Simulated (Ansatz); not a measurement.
This script makes vertical energies of changing the electron count of BH3O2Si, SMILES OB1O[SiH2]1 with the Ansatz DFT code, driven from Python.

The script reads `bh3o2si.xyz`:
```text
7

O    -1.36010   -0.62790   -1.45130
B    -0.60260   -0.40940   -0.26270
O     0.19870   -0.97250    0.79230
Si    1.05850    0.50950    0.52940
H    -2.30580   -0.26590   -1.22290
H     0.75500    1.41480    1.67160
H     2.31760    0.28340   -0.10200
```

Script `ip_bh3o2si.py`:
```python
import ansatz as az


def energy_of(molecule, charge=0, unpaired=0):
    calc = (
        molecule.calculation()
        .basis(gaussian="def2-SVPD")
        .functional("hf")
    )
    if charge:
        calc = calc.charge(charge)
    if unpaired:
        calc = calc.spin("collinear", total=unpaired)
    report = calc.run().report
    if report["published_state_doubts"]:
        print("  doubts:", report["published_state_doubts"])
    return report["free_energy_ev"]

mol = az.Crystal.molecule_from_extxyz("bh3o2si.xyz")

parent = energy_of(mol, 0, 0)
cation = energy_of(mol, 1, 1)
print(f"E(N)   = {parent:.5f} eV")
print(f"E(N-1) = {cation:.5f} eV  (1 unpaired)")
print(f"vertical ionisation energy {cation - parent:.3f} eV")
anion = energy_of(mol, -1, 1)
print(f"E(N+1) = {anion:.5f} eV  (1 unpaired)")
print(f"vertical electron affinity {parent - anion:.3f} eV" + ("" if anion < parent else " (unbound in this basis)"))
print(f"fundamental gap IP - EA = {cation + anion - 2 * parent:.3f} eV")
```

What does it cost to change the electron count at this fixed geometry?

At this unrelaxed geometry removing an electron costs 7.30 eV and an added one is unbound in this basis (by 1.00 eV).

The run itself:

Output of `python ip_bh3o2si.py`:
```text
E(N)   = -12649.89502 eV
E(N-1) = -12642.59872 eV  (1 unpaired)
vertical ionisation energy 7.296 eV
E(N+1) = -12648.89630 eV  (1 unpaired)
vertical electron affinity -0.999 eV (unbound in this basis)
fundamental gap IP - EA = 8.295 eV
```

Caveats:
- Total energies depend on the basis set; only differences at equal settings carry meaning.
- The geometry is a force-field or estimated start, not a minimum of this method, and the basis set is short of its limit. All parts are taken at fixed geometry, without zero-point energy. At an unrelaxed start these energies can be a whole eV from those at the minimum, and a small affinity can change sign.
- The expectation value of S² is noticeably off S(S+1) in at least one run, so that state is spin-contaminated.
- Hartree-Fock leaves correlation out, so bond, atomisation and ionisation energies come out well too low.
- A negative electron affinity means that the anion is unbound here; its size hangs on the basis and tends to about zero as the basis grows, and so does its part in any gap built on it.
- Wall time of the script: 12 s on 1 thread of Arm Neoverse V2, on a shared host, peak memory 0.38 GiB.

(Lines on the test bed's own set-up are left out of the output.)
